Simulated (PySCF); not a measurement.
# RbSe: the SCF solver's settings

Do solver options change the result for RbSe, or only the number of cycles?

Computed with PySCF 2.14.0. Level: each script names its method and basis.

8 further runs of the same task are left out: 8 that didn't finish.

## Step 1: Where the work starts

RbSe: 2 atoms, charge 0, spin multiplicity 2.

Bond lengths: Rb1–Se2 2.953 Å.

## Step 2: The base run

File input.py:

```python
from pyscf import gto, scf, mcscf

mol = gto.M(
    atom='Rb 0 0 0; Se 0 0 2.953',
    basis='lanl2dz',
    ecp={'Rb': 'lanl2dz', 'Se': 'lanl2dz'},
    charge=0,
    spin=1,
    symmetry=True,
    verbose=4,
)
mf = scf.ROHF(mol)
mf.kernel()
mc = mcscf.CASSCF(mf, 4, 5)
mc.kernel()
mc.analyze()
mf.dip_moment()
print('orbital energies (hartree):', mf.mo_energy[..., max(0, mol.nelec[1]-3):mol.nelec[0]+3].round(4))
```

Started as:

```sh
$ OMP_NUM_THREADS=1 python input.py
```

The log of this run is left out.

Base result: E(SCF) = -32.617422 Eh, 11 cycles, E(CAS) − E(SCF) = -0.00027 Eh, μ = 12.62 D (of the SCF density).

The bond length is a typed value, not an optimised one.

## Step 3: Initial guess core

Run 1 changes initial guess: minao → core.

File input.py:

```python
from pyscf import gto, scf, mcscf

mol = gto.M(
    atom='Rb 0 0 0; Se 0 0 2.953',
    basis='lanl2dz',
    ecp={'Rb': 'lanl2dz', 'Se': 'lanl2dz'},
    charge=0,
    spin=1,
    symmetry=True,
    verbose=4,
)
mf = scf.ROHF(mol)
mf.init_guess = 'core'
mf.kernel()
mc = mcscf.CASSCF(mf, 4, 5)
mc.kernel()
mc.analyze()
mf.dip_moment()
print('orbital energies (hartree):', mf.mo_energy[..., max(0, mol.nelec[1]-3):mol.nelec[0]+3].round(4))
```

Started as:

```sh
$ OMP_NUM_THREADS=1 python input.py
```

## Step 4: DIIS space 12

Run 2 changes DIIS space: default → 12.

Changes to input.py since step 2:

```diff
@@ -12,2 +12,3 @@
 mf = scf.ROHF(mol)
+mf.diis_space = 12
 mf.kernel()
```

## Step 5: Convergence threshold 1e-16 hartree

Run 3 changes convergence threshold: default → 1e-16 hartree.

Changes to input.py since step 2:

```diff
@@ -12,2 +12,3 @@
 mf = scf.ROHF(mol)
+mf.conv_tol = 1e-16
 mf.kernel()
```

## Step 6: Point-group symmetry off

Run 4 changes point-group symmetry: on → off.

Changes to input.py since step 2:

```diff
@@ -8,3 +8,2 @@
     spin=1,
-    symmetry=True,
     verbose=4,
```

Before running it: what results should come out? Wanted: for each run, E(SCF); from base; SCF dipole; after the SCF.

The runs gave:

```csv
run,E(SCF) (hartree),from base (eV),cycles,SCF dipole (D),after the SCF
base,-32.617422,0,11,12.62,CASSCF correlation -0.007 eV
initial guess core,-32.617422,0.0000,11,12.62,CASSCF correlation -0.007 eV
DIIS space 12,-32.617422,0.0000,11,12.62,CASSCF correlation -0.007 eV
convergence threshold 1e-16 hartree,-32.617422,0.0000,18,12.62,CASSCF correlation -0.007 eV
point-group symmetry off,-32.617422,0.0000,11,12.62,CASSCF correlation -0.240 eV
```

Distance from each run's final energy (log10 hartree) by cycle:

```csv
run,cycle 1,cycle 2,cycle 3,cycle 5,cycle 8,cycle 12
base,-0.5,-1.3,-2.6,-3.1,-7.5,done
initial guess core,-0.5,-1.3,-2.6,-3.1,-7.5,done
DIIS space 12,-0.5,-1.3,-2.6,-3.1,-7.5,done
convergence threshold 1e-16 hartree,-0.5,-1.3,-2.6,-3.1,-7.5,< -11
point-group symmetry off,-0.5,-1.2,-2.3,-2.9,-6.8,done
```

What this shows: The SCF energy stays the same, to the digits that matter, with initial guess core or DIIS space 12 or convergence threshold 1e-16 hartree or point-group symmetry off. PySCF falls back to minao for a guess that it doesn't know or can't read, so that run repeats the base. With initial guess core, DIIS space 12, point-group symmetry off the path hardly changes: 11 cycles against 11.
